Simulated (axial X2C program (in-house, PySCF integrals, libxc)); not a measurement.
# A two-component session on SnF⁺: properties at the nuclei

Aim: properties at the nuclei of SnF⁺, with spin–orbit coupling in the Hamiltonian from the start.

Computed with an in-house X2C program for linear molecules on PySCF integrals. Level: two-component X2C with atomic mean-field terms, Sn dyall-cv3z, F dyall-av3z.

All values are calculated.

**1. Input**

File task.json:

```json
{"zs": [50, 9], "q": 1, "bas": ["dyall-cv3z", "dyall-av3z"], "r0": 2.04, "levels": ["PBE0", "HF", "TPSSh", "PBE50", "BP86"], "nst": 3}
```

Keys: zs atomic numbers; q charge; bas basis sets; r0 starting distance in Å; levels methods (HF also brings MP2); nst determinants followed.

The run is started by

```
python soeom.py task.json out
```

Further steps of the session: Expectation values, lowest determinant.

Before running it: what results should come out? Wanted: lowest determinant; qzz Sn; qzz F.

As calculated:

| quantity | value |
| --- | --- |
| lowest determinant | Ω = 0 (closed shell) |
| qzz Sn (a.u.), PBE0 | -6.29 |
| qzz F (a.u.), PBE0 | 0.76 |

The expectation values come from single determinants, which for open shells can mix terms of unlike spin or miss the lowest Ω, so a determinant need not be a state. qzz is the electric field gradient, eQq0 = 234.96 MHz × Q/barn × qzz. The operators were transformed with the bare-nucleus X2C matrices.
